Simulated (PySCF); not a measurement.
# C3H6BF: the cost of one run

Computed with PySCF 2.14.0, with density-fitted response routines of our own, on a single molecule in the gas phase. Atoms are numbered from 0 throughout.

## 1. The molecule as given

11 atoms, charge 0, multiplicity 1; geometry from: GFN2-xTB. The atoms were then displaced at random by about 0.01 Å, so the start is not that level's minimum.

Bonds of the start (Å): F0–B1 1.34, B1–C2 1.56, C2–C3 1.47, C3–C4 1.46, C4–C2 1.51, B1–H5 1.17, C2–H6 1.09, C3–H7 1.09, C3–H8 1.06, C4–H9 1.06, C4–H10 1.09.

## 2. Relaxing the molecule at PBE0-D3(BJ)/def2-SVP

The job: settings as JSON, then the geometry in Å.

```
{"job": {"xc": "PBE0", "basis": "def2-SVP", "d3": "d3bj", "grid": 1, "shake": 0.01, "kind": "geom"}, "charge": 0, "multiplicity": 1}
F      2.454180    -0.493180     1.240230
B      1.546030    -0.429380     0.251640
C      0.105520     0.091220     0.536470
C     -1.037280    -0.500070    -0.183300
C     -0.641850     0.866750    -0.523150
H      1.921070    -0.788280    -0.800150
H     -0.071500     0.403000     1.563790
H     -1.957850    -0.636920     0.389520
H     -0.882040    -1.281600    -0.876240
H     -0.152250     1.039830    -1.449170
H     -1.245920     1.702790    -0.165310
```

On the command line:

```console
> OMP_NUM_THREADS=1 python probes_run.py task.json out
```

This one command runs all jobs of the session in turn.

**Question.** How long does this first job take on 1 thread of Arm Neoverse V1, shared host, and how much memory does it need?

About 31 s, with a peak of 0.41 GiB.
